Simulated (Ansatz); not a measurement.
BBrClH2N, SMILES NB(Cl)Br: an atomisation energy, run with the Python package of Ansatz (0.2.0).

`run_tae.py`
```python
"""Atomisation energy of BBrClH2N at the given geometry."""

from collections import Counter
from dataclasses import dataclass

import ansatz as az
from ase import Atoms


@dataclass(frozen=True)
class RunConfig:
    basis: str = "6-31G*"
    xc: str = "cam_b3lyp"


cfg = RunConfig()


def energy_of(molecule, charge=0, unpaired=0):
    calc = molecule.calculation().basis(gaussian=cfg.basis).functional(cfg.xc)
    if charge:
        calc = calc.charge(charge)
    if unpaired:
        calc = calc.spin("collinear", total=unpaired)
    return calc.run().report["free_energy_ev"]

atoms = Atoms(["N", "B", "Cl", "Br", "H", "H"], positions=[
    [0.6466, 0.7221, 0.1824],
    [-0.4445, -0.246, -0.2954],
    [-2.2513, 0.2399, -0.3849],
    [0.1847, -2.0736, -0.8623],
    [1.5298, 0.2839, 0.1494],
    [0.3768, 1.0096, 1.1646],
])
bbrclh2n = az.Crystal.molecule_from_ase(atoms)

# Hund ground states
unpaired = {"N": 3, "B": 1, "Cl": 1, "Br": 1, "H": 1}
counts = Counter(site.symbol for site in bbrclh2n.cartesian_sites)
atom_energy = {s: energy_of(az.Crystal.molecule().atom(s, (0, 0, 0)), 0, unpaired[s]) for s in counts}
whole = energy_of(bbrclh2n, 0, 0)
for s, e in atom_energy.items():
    print(f"{s:2s} x{counts[s]}  {e:14.5f} eV")
print(f"BBrClH2N: {whole:.5f} eV")
split = sum(counts[s] * e for s, e in atom_energy.items()) - whole
print(f"atomisation energy (no zero-point term): {23.060548 * split:.1f} kcal/mol, {split / sum(counts.values()):.3f} eV an atom")
```

What does it cost to take this molecule apart into atoms?

481.8 kcal/mol from the electronic energies, without the zero-point term.

What the script printed:

```console
$ python run_tae.py
N  x1     -1484.73526 eV
B  x1      -670.24236 eV
Cl x1    -12520.91647 eV
Br x1    -70040.40942 eV
H  x2       -13.51936 eV
BBrClH2N: -84764.23580 eV
atomisation energy (no zero-point term): 481.8 kcal/mol, 3.482 eV an atom
```

Notes:
- Total energies depend on the basis set; only differences at equal settings carry meaning.
- The geometry is a force-field or estimated start, not a minimum of this method, and the basis set is short of its limit. All parts are taken at fixed geometry, without zero-point energy.
- The spin-orbit lowering of heavy atoms is left out.
- It ran for 5.5 s on 1 thread of Arm Neoverse V1 (shared host), peak memory 0.27 GiB.
